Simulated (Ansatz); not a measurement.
Run this with the Python package of Ansatz (0.2.0) and show what comes out.

The script, `vcrelax.py`:
```python
"""Variable-cell relaxation of MgO."""

from pathlib import Path
import warnings

import ansatz as az
from ase.data import atomic_numbers
import numpy as np
from pymatgen.core import Structure
from scipy.ndimage import map_coordinates
import spglib

def edges_and_angles(cell):
    cell = np.asarray(cell)
    a, b, c = np.linalg.norm(cell, axis=1)
    cosines = cell[1] @ cell[2] / (b * c), cell[0] @ cell[2] / (a * c), cell[0] @ cell[1] / (a * b)
    return (a, b, c, *np.degrees(np.arccos(cosines)))


def main() -> None:
    warnings.simplefilter("ignore", az.DeckWarning)

    lattice = az.Lattice.of(
        (0.0, 2.1085, 2.1085),
        (2.1085, 0.0, 2.1085),
        (2.1085, 2.1085, 0.0),
    )
    sites = [
        ("Mg", (0.0, 0.0, 0.0)),
        ("O", (0.5, 0.5, 0.5)),
    ]
    crystal = az.Crystal(lattice=lattice)
    for symbol, position in sites:
        crystal = crystal.atom(symbol, position)

    # part of the cell is held
    calc = (
        crystal.calculation()
        .basis(31 * az.Ry)
        .kpoints(8)
        .occupations(az.OccupationsMethod.FIXED)
        .relax(force_tolerance=0.03, max_steps=40, fix_cell=["c/a", "angles"])
        .density()
        .potential()
        .electron_localization_function()
        .output_files(volumetric_format="npy")
    )
    steps = []


    def collect(event):
        if event["event"] == "relax_step":
            steps.append(event["data"])


    out = calc.session().plan().execute(on_event=collect)
    report = out.report
    print("step   energy (eV)     max comp. (eV/A)   P (GPa)  SCF")
    for s in steps:
        print(f"{s['step']:4d} {s['lagrangian_ev']:15.5f} {s['allowed_force_max_ev_ang']:12.4f} {s['pressure_gpa']:10.3f} {s['n_scf']:5d}")

    first, last = steps[0], steps[-1]
    symbols = [site.symbol for site in out.lattice.sites]
    print(f"energy gained {first['lagrangian_ev'] - last['lagrangian_ev']:.4f} eV in {len(steps) - 1} steps")
    for label, vectors in (("before", first["cell_ang"]), ("after", out.lattice.cell_ang)):
        print(label, "a b c (A) {:.4f} {:.4f} {:.4f}  angles {:.2f} {:.2f} {:.2f}".format(*edges_and_angles(vectors)), f" V = {abs(np.linalg.det(vectors)):.3f} A^3")
    print("final stress xx yy zz (GPa, compression positive):", np.round(np.diag(report["stress_gpa"]), 3) + 0.0)

    change = np.array(last["positions_ang"]) @ np.linalg.inv(last["cell_ang"]) - np.array(first["positions_ang"]) @ np.linalg.inv(first["cell_ang"])
    moved = np.linalg.norm(change @ np.array(last["cell_ang"]), axis=1)
    print("displacement within the cell, strain taken out (A):", " ".join(f"{s}:{d:.3f}" for s, d in zip(symbols, moved)))

    print("atom   start x y z (A)              end x y z (A)")
    for symbol, a, b in zip(symbols, first["positions_ang"], last["positions_ang"]):
        print(f"{symbol:3s}", " ".join(f"{v:8.4f}" for v in a), "  ", " ".join(f"{v:8.4f}" for v in b))

    fractions = [site.position_frac for site in out.lattice.sites]
    numbers = [atomic_numbers[s] for s in symbols]
    for tolerance in (1e-3, 1e-2, 1e-1):
        print(f"space group at {tolerance} A:", spglib.get_spacegroup((out.lattice.cell_ang, fractions, numbers), symprec=tolerance))

    for key in ("converged", "n_iterations", "n_electrons", "n_kpoints", "n_pw", "n_symmetry_ops", "free_energy_ev", "fermi_energy_ev"):
        print(f"{key:18s} {report[key]}")

    folder = Path(out.write_results("fields"))
    print("densities in e/A^3, potentials in eV, ELF without unit")
    for name in sorted(p.name for p in folder.glob("*.npy")):
        field = np.load(folder / name)
        print(f"{name:16s} {str(field.shape):16s} min {field.min():10.4f}  mean {field.mean():10.4f}  max {field.max():10.4f}")

    final = Structure(out.lattice.cell_ang, [s.symbol for s in out.lattice.sites], [s.position_frac for s in out.lattice.sites])
    # the grid holds the pseudo-density, which differs from the true one inside the cores
    rho = out.density()
    total = sum(channel.density_e_per_ang3 for channel in rho.channels[:2])
    grid_cell = np.asarray(rho.fft_grid_basis) @ out.lattice.cell_ang
    partner = min(final.get_neighbors(final[0], 5.0), key=lambda n: n.nn_distance)
    line = np.linspace(final[0].coords, partner.coords, 9)
    points = (line @ np.linalg.inv(grid_cell)) * rho.dims
    values = map_coordinates(total, points.T, order=3, mode="grid-wrap")
    print(f"from {final[0].specie} to {partner.specie}, {partner.nn_distance:.3f} A")
    for t, value in zip(np.linspace(0, partner.nn_distance, 9), values):
        print(f"{t:7.3f} A  {value:9.4f} e/A^3")


if __name__ == "__main__":
    main()
```

```console
$ python vcrelax.py
step   energy (eV)     max comp. (eV/A)   P (GPa)  SCF
   1     -2494.13307       0.0000      4.095     6
   2     -2494.13639       0.0000      2.248     5
   3     -2494.13733       0.0000      0.068     5
   4     -2494.13731       0.0000      0.001     4
   5     -2494.13941       0.0000      0.206     6
   6     -2494.13934       0.0000      0.009     3
   7     -2494.13934       0.0000      0.010     5
energy gained 0.0063 eV in 6 steps
before a b c (A) 2.9819 2.9819 2.9819  angles 60.00 60.00 60.00  V = 18.748 A^3
after a b c (A) 3.0079 3.0079 3.0079  angles 60.00 60.00 60.00  V = 19.243 A^3
final stress xx yy zz (GPa, compression positive): [0.01 0.01 0.01]
displacement within the cell, strain taken out (A): Mg:0.000 O:0.000
atom   start x y z (A)              end x y z (A)
Mg    0.0000   0.0000   0.0000     -0.0000  -0.0000   0.0000
O     2.1085   2.1085   2.1085      2.1269   2.1269   2.1269
space group at 0.001 A: Fm-3m (225)
space group at 0.01 A: Fm-3m (225)
space group at 0.1 A: Fm-3m (225)
converged          True
n_iterations       5
n_electrons        16.0
n_kpoints          150
n_pw               339
n_symmetry_ops     4
free_energy_ev     -2494.139335727524
fermi_energy_ev    7.774141567408588
densities in e/A^3, potentials in eV, ELF without unit
elf.npy          (24, 24, 24)     min     0.0223  mean     0.3099  max     0.8316
rho.npy          (24, 24, 24)     min     0.0637  mean     0.8315  max    31.4284
v_es.npy         (24, 24, 24)     min   -90.9300  mean     2.8943  max    11.7959
v_tot.npy        (24, 24, 24)     min  -110.1780  mean    -7.6773  max     4.9168
from Mg to O, 2.127 A
  0.000 A    31.4284 e/A^3
  0.266 A    18.7077 e/A^3
  0.532 A     3.3514 e/A^3
  0.798 A     0.3012 e/A^3
  1.063 A     0.3211 e/A^3
  1.329 A     0.8318 e/A^3
  1.595 A     2.6948 e/A^3
  1.861 A     6.2046 e/A^3
  2.127 A     7.6408 e/A^3
```

Reading the output:
- Total energies depend on the potentials; only differences at equal settings carry meaning. A total without «per atom» is that of the whole cell that was run.
- Forces vanish by symmetry, so the ions can't move, and the end may be a saddle.
- With fixed filling the reported Fermi level is the top filled level among the k-points of the SCF.
- Only differences from the Fermi energy are physical; the zero of the scale is a convention.
- Energies along a relaxation are free energies. Rows at an unchanged volume are solved on a plane-wave basis chosen afresh for that cell, so the energy can jump there; the script counts such rows among its steps.
- Edges and angles are those of the cell as typed, here a primitive one, not of the conventional cell.
- Of the deposited cell: the entry's cell lengths or inner coordinates differ somewhat from later room-temperature determinations.
- No functional is typed, so the default, PBE, holds.
- The fields are valence quantities on the plane-wave grid; their values near the nuclei depend on the potentials.
- The starting cell is as deposited in a crystallographic database; the results hold for this polymorph, which needn't be the stable one.
- The script silences the warnings on its input, which a real study should read.
- Finished in 14 s on 1 thread of Arm Neoverse V2, with other jobs on the host, peak memory 0.42 GiB.
